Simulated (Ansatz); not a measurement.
# Li5Mg: the cost of one run

Program: Ansatz 0.2.0 through its Python package. Level of theory: DFT LDA, plane waves, PAW. These are calculated values, not measurements.

### Step 1. The structure

Li5Mg P-62m: Symmetry: P-62m, No. 189, hexagonal system. Conventional cell: a = 5.274 Å, b = 5.274 Å, c = 5.053 Å, α = 90.00°, β = 90.00°, γ = 120.00°. Li (site symmetry m2m) is surrounded by 10 Li at 3.04 to 3.08 Å and 2 Mg at 3.07 Å. Around Li (site symmetry -6) lie 9 Li at 3.05 to 3.08 Å and 3 Mg at 3.05 Å. Mg (site symmetry -62m) is surrounded by 12 Li at 3.05 to 3.07 Å.

Li Im-3m: The structure is cubic, space group Im-3m (No. 229). Conventional cell: a = 3.509 Å, b = 3.509 Å, c = 3.509 Å, α = 90.00°, β = 90.00°, γ = 90.00°. Li (site symmetry m-3m) is surrounded by 8 Li at 3.04 Å.

Mg P6_3/mmc: The structure is hexagonal, space group P6_3/mmc (No. 194). The conventional cell has a = 3.209 Å, b = 3.209 Å, c = 5.210 Å, α = 90.00°, β = 90.00°, γ = 120.00°. Mg (site symmetry -6m2) is surrounded by 12 Mg at 3.20 to 3.21 Å.

No structure file is read: the coordinates are typed or built in the script.

### Step 2. The script

li5mg_formation.py

```python
"""Is Li5Mg bound against its elements, after relaxing cells and atoms."""

from collections import Counter
import warnings

import ansatz as az
from ase import Atoms
import numpy as np

CUTOFF_EV = 520
K_SPACING = 0.3
FILLING = "gaussian"
SMEARING_WIDTH = 0.1


def compute(name, crystal):
    calc = crystal.calculation()
    calc = calc.functional(az.Functional.LDA)
    calc = calc.basis(CUTOFF_EV)
    calc = calc.kpoints(spacing=K_SPACING).occupations(FILLING, width=SMEARING_WIDTH)
    calc = calc.stress()
    calc = calc.relax(force_tolerance=0.02, cell=True)
    return calc.run(threads=1, backend="cpu")


def counts(outcome):
    return Counter(site.symbol for site in outcome.lattice.sites)

def formation_energy(outcome, mu):
    n = counts(outcome)
    return (outcome.report["energy_sigma0_ev"] - sum(k * mu[element] for element, k in n.items())) / sum(n.values())


def volume_per_atom(outcome):
    return abs(np.linalg.det(outcome.lattice.cell_ang)) / len(outcome.lattice.sites)


def main() -> None:
    warnings.simplefilter("ignore")

    phases = {}
    atoms = Atoms(
        ["Li", "Li", "Li", "Li", "Li", "Mg"],
        scaled_positions=[
            [0.33225081, 0.0, 0.0],
            [2 / 3, 1 / 3, 0.5],
            [0.66774919, 0.66774919, 0.0],
            [1 / 3, 2 / 3, 0.5],
            [0.0, 0.33225081, 0.0],
            [0.0, 0.0, 0.5],
        ],
        cell=[
            [5.27412552, 0.0, 0.0],
            [-2.63706276, 4.56752668, 0.0],
            [0.0, 0.0, 5.05319898],
        ],
        pbc=True,
    )
    li5mg = az.Crystal.from_ase(atoms)
    phases["Li5Mg"] = li5mg
    atoms = Atoms(
        ["Li"],
        scaled_positions=[
            [0.0, 0.0, 0.0],
        ],
        cell=[
            [-1.75465, 1.75465, 1.75465],
            [1.75465, -1.75465, 1.75465],
            [1.75465, 1.75465, -1.75465],
        ],
        pbc=True,
    )
    li = az.Crystal.from_ase(atoms)
    phases["Li"] = li
    atoms = Atoms(
        ["Mg", "Mg"],
        scaled_positions=[
            [1 / 3, 2 / 3, 0.25],
            [2 / 3, 1 / 3, 0.75],
        ],
        cell=[
            [3.2093, 0.0, 0.0],
            [-1.60465, 2.77933533, 0.0],
            [0.0, 0.0, 5.2103],
        ],
        pbc=True,
    )
    mg = az.Crystal.from_ase(atoms)
    phases["Mg"] = mg

    done = {}
    for name, crystal in phases.items():
        done[name] = compute(name, crystal)
        print(f"{name}: {done[name].report['energy_sigma0_ev']:.4f} eV, {len(done[name].lattice.sites)} atoms")

    # chemical potentials of the elements at zero temperature
    references = {"Li": "Li", "Mg": "Mg"}
    mu = {element: done[name].report["energy_sigma0_ev"] / len(done[name].lattice.sites) for element, name in references.items()}

    target = done["Li5Mg"]
    heat = formation_energy(target, mu)
    n = counts(target)
    print("cell content:", dict(n), " volume", round(volume_per_atom(target), 3), "A^3/atom")
    print("formation energy", round(heat, 4), "eV/atom,", round(heat * sum(n.values()), 4), "eV per cell")
    print("bound against the elements" if heat < 0 else "unbound against the elements")


if __name__ == "__main__":
    main()
```

### Step 3. The input behind the calls

The package turns the script's settings into the engine's input (first run):

```yaml
crystal:
  lattice:
    - [5.27412552, 0.0, 0.0]
    - [-2.63706276, 4.56752668, 0.0]
    - [0.0, 0.0, 5.05319898]
  atoms:
    - { symbol: Li, position: [0.33225081, 0.0, 0.0] }
    - { symbol: Li, position: [0.6666666666666666, 0.3333333333333333, 0.5] }
    - { symbol: Li, position: [0.66774919, 0.66774919, 0.0] }
    - { symbol: Li, position: [0.3333333333333333, 0.6666666666666666, 0.5] }
    - { symbol: Li, position: [1.4384339012414528e-17, 0.33225081, 0.0] }
    - { symbol: Mg, position: [0.0, 0.0, 0.5] }
basis:
  ecutwfc: 520.0
kpoints:
  mp_grid:
    kspacing: 0.3
hamiltonian:
  xc: lda
scf:
  occupations:
    method: gaussian
    width: 0.1
relax:
  f_tol: 0.02
  cell: {}
output:
  stress: true
```

### Step 4. Running it

On the command line:

```sh
python li5mg_formation.py
```

**Question.** How long does this script take on 1 thread of Arm Neoverse V1, shared host, and how much memory does it need?

About 25 s, with a peak of 0.39 GiB.
